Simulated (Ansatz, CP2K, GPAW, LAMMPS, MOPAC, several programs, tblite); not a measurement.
**Many methods on one cell: NaI (Fm-3m)**

NaI (started from an entry of an open crystallographic database), relaxed with r2SCAN in Ansatz, was computed with several methods. The symmetry is Fm-3m (No. 225, cubic); conventional cell a = 6.459 Å, 33.69 Å³ an atom. Around Na lie 6 I at 3.23 Å; around I lie 6 Na at 3.23 Å. No spin polarisation and no zero-point or thermal motion.

```yaml
crystal:
  lattice:
    - [0.00000, 3.22963, 3.22963]
    - [3.22963, 0.00000, 3.22963]
    - [3.22963, 3.22963, 0.00000]
  atoms:
    - { symbol: Na, position: [0.00000, 0.00000, 0.00000] }
    - { symbol: I, position: [0.50000, 0.50000, 0.50000] }
```

Gaps and times are for a single point on this cell; volume and bulk modulus come from each method's own relaxation or energy curve at fixed shape. Times are rough, from shared hosts (Arm Neoverse V1), and each method has its own mesh and cell size. PM6 (MOPAC), PM7 (MOPAC), GFN1-xTB (tblite), GFN2-xTB (tblite) treat a cluster of cells at its zone centre, which samples few k points: where these miss a band edge, the gap comes out too large for that reason alone. Gaps from k meshes are read at a limited set of points (mesh, symmetry points, PBE's band edges), so each method's own least gap may be somewhat smaller. Force fields have no electrons; where one was fitted to this phase, its volume and modulus reflect the fit. xTB and the PM methods were fitted mostly to molecules, and can miss a solid's gap by electronvolts. Minimal bases can be far off for gaps. GLLB-SC's gap includes the derivative discontinuity. d marks a direct gap, i an indirect one (no mark: not told apart), a dash a value that wasn't computed or didn't pass its checks.

```csv
method,kind,gap (eV),own volume (Å³/atom),bulk modulus (GPa),atoms computed,processor time
ffield.eim (LAMMPS),force field,–,–,–,2,0.12 s
"light PBE (260 eV, its own mesh)",light plane-wave,3.64 d,–,–,2,0.82 s
GFN1-xTB (tblite),tight binding,2.03,34.07,22,64,3 s
PBE,semilocal,3.66 d,34.78,15,2,3.1 s
PM7 (MOPAC),semi-empirical,13.65,–,–,64,3.9 s
PM6 (MOPAC),semi-empirical,7.12,–,–,64,4.8 s
GFN2-xTB (tblite),tight binding,8.75,–,–,64,4.8 s
r2SCAN,semilocal,4.45 d,33.69,17,2,7.1 s
PBE/SZV (CP2K),small basis,3.51 d,35.77,16,2,7.4 s
PBE/single zeta (GPAW),small basis,3.60 d,–,–,2,9.2 s
PBE/DZVP (CP2K),small basis,3.61 d,34.89,16,2,13 s
GLLB-SC (GPAW),model potential,6.71,–,–,2,13 s
```

Against r2SCAN (4.45 eV) the nearest gap at the points sampled is that of PBE (-0.79 eV) and the farthest that of PM7 (MOPAC) (+9.20 eV). r2SCAN is only a yardstick of convenience: semilocal gaps usually lie below measured ones, which GLLB-SC and hybrids aim to mend.

Volumes against r2SCAN's: GFN1-xTB (tblite) +1.1 %, PBE +3.2 %, PBE/SZV (CP2K) +6.2 %, PBE/DZVP (CP2K) +3.6 %.

Spin-orbit coupling is left out, which matters wherever the heavy atoms make up the band edges.
